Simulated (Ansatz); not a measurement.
# BaBiB4: the cost of one run

Method: DFT PBE, scalar-relativistic, plane waves, PAW, in Ansatz 0.2.0.

### Step 1. The system as given

Symmetry: P6/mmm, No. 191, hexagonal system. Conventional cell: a = 3.070 Å, b = 3.070 Å, c = 7.136 Å, α = 90.00°, β = 90.00°, γ = 120.00°. Ba (site symmetry 6/mmm) has 12 B at 2.66 Å as nearest neighbours. B (site symmetry 3m) has 3 B at 1.77 Å and 3 Bi at 2.38 Å as nearest neighbours. Around Bi (site symmetry 6/mmm) lie 12 B at 2.38 Å.

Structure file:

```
Ba B Bi
1.0
     3.06951    0.00000    0.00000
    -1.53475    2.65827    0.00000
     0.00000    0.00000    7.13588
Ba B Bi
1 4 1
Cartesian
  0.0000 0.0000 3.5679
  0.0000 1.7722 5.5516
  1.5348 0.8861 5.5516
  0.0000 1.7722 1.5843
  1.5348 0.8861 1.5843
  0.0000 0.0000 0.0000
```

Recipe of the guess: Ba between sheets of the MB2-sandwich type, stage 1 (P6/mmm, No. 191). Its size is a rough estimate.

### Step 2. The guess as it stands, on a coarse mesh

Contents of input.yaml:

```yaml
crystal:
  lattice:
    - [3.0695082, 0.0, 0.0]
    - [-1.5347541, 2.65827208, 0.0]
    - [0.0, 0.0, 7.13587794]
  atoms:
    - { symbol: Ba, position: [0.0, 0.0, 0.5] }
    - { symbol: B, position: [0.33333333, 0.66666667, 0.77798635] }
    - { symbol: B, position: [0.66666667, 0.33333333, 0.77798635] }
    - { symbol: B, position: [0.33333333, 0.66666667, 0.22201365] }
    - { symbol: B, position: [0.66666667, 0.33333333, 0.22201365] }
    - { symbol: Bi, position: [0.0, 0.0, 0.0] }
basis:
  ecutwfc: 420
kpoints:
  mp_grid: { grid: [6, 6, 4] }
hamiltonian:
  xc: pbe
scf:
  occupations: { method: gaussian, width: 0.1 }
  lower_state_search: "off"
output:
  forces: true
  stress: true
  eigenvalues: true
```

Started as:

```
> ansatz run input.yaml --threads 1 --pin off --max-ram 2048MiB --backend cpu --events-out ev --progress --plain --runs-dir out
```

**Question.** How long does this run take on 1 thread of Arm Neoverse V2, shared host, and how much memory does it need?

About 2.5 s, with a peak of 0.34 GiB.
